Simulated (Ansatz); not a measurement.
# C3H4Si: how energies converge with the basis set

An exercise on one series of results from a longer session: the logs are not shown, and one member is left open.

Program: Ansatz 0.2.0, Gaussian basis. Level of theory: one geometry, several basis sets. These are calculated values, not measurements.

Levels to be run: PBE0-D4/def2-SVP; ωB97M-V/def2-SVP; PBE0-D4/def2-QZVPP; ωB97M-V/def2-QZVPP; the functionals' def2-TZVPP values are taken from earlier runs.

### The relaxed structure

All runs share one geometry, relaxed beforehand with PBE0-D4 in a triple-zeta def2 set.

8 atoms, charge 0, spin multiplicity 1.

Atoms are counted from 1 here; the program's logs count them from 0.

Bond lengths: C1–C2 1.324 Å, C1–Si3 1.898 Å, C1–C4 1.324 Å, C2–Si3 1.911 Å, C2–H5 1.081 Å, Si3–C4 1.911 Å, Si3–H6 1.476 Å, Si3–H7 1.476 Å, C4–H8 1.081 Å. Angles: C2–C1–Si3 70.2°, C2–C1–C4 140.4°, Si3–C1–C4 70.2°, C1–C2–Si3 69.1°, C1–C2–H5 128.0°, Si3–C2–H5 131.7°, C1–Si3–C2 40.7°, C1–Si3–C4 40.7°, C1–Si3–H6 121.7°, C1–Si3–H7 121.7°, C2–Si3–C4 81.4°, C2–Si3–H6 115.3°, C2–Si3–H7 111.7°, C4–Si3–H6 111.7°, C4–Si3–H7 115.3°, H6–Si3–H7 116.6°, C1–C4–Si3 69.1°, C1–C4–H8 128.0° and more.

Set-up of the first run:

in.yaml

```yaml
crystal:
  periodic: [false, false, false]
  atoms:
    - {symbol: C, position_ang: [-0.412635, 0.482079, 0.838278]}
    - {symbol: C, position_ang: [-0.383791, 1.312167, -0.192730]}
    - {symbol: Si, position_ang: [0.343222, -0.389977, -0.668453]}
    - {symbol: C, position_ang: [-0.084115, -0.760250, 1.156839]}
    - {symbol: H, position_ang: [0.032698, 2.308682, -0.232825]}
    - {symbol: H, position_ang: [-0.480303, -1.191066, -1.594362]}
    - {symbol: H, position_ang: [1.784139, -0.300813, -0.973502]}
    - {symbol: H, position_ang: [-0.707017, -1.517821, 1.610855]}
basis:
  gaussian: {orbitals: def2-SVP}
hamiltonian: {xc: pbe0, dispersion: d4}
output: {orbitals: {seedname: orbitals}}
```

On the command line:

```
$ ansatz run in.yaml --threads 2 --pin off --events-out ev --progress --plain --max-ram 4352MiB
```

Among the steps run: PBE0-D4 in def2-SVP; ωB97M-V in def2-SVP; PBE0-D4 in def2-QZVPP; ωB97M-V in def2-QZVPP.

One table of the session follows, with a row left open; its other results are not shown here.

It belongs to the step «Density functionals: the series». 

| functional | basis | HOMO (eV) |
| --- | --- | --- |
| PBE0-D4 | def2-SVP | -6.06 |
| PBE0-D4 | def2-TZVPP | -6.17 |
| PBE0-D4 | def2-QZVPP | -6.19 |
| ωB97M-V | def2-SVP | ? |
| ωB97M-V | def2-TZVPP | -8.26 |
| ωB97M-V | def2-QZVPP | -8.28 |

Q: Estimate the row for ωB97M-V, def2-SVP from the others.

The run gave: HOMO (eV): -8.12. In the column «HOMO (eV)» it lies between ωB97M-V, def2-TZVPP (-8.26) and PBE0-D4, def2-QZVPP (-6.19).
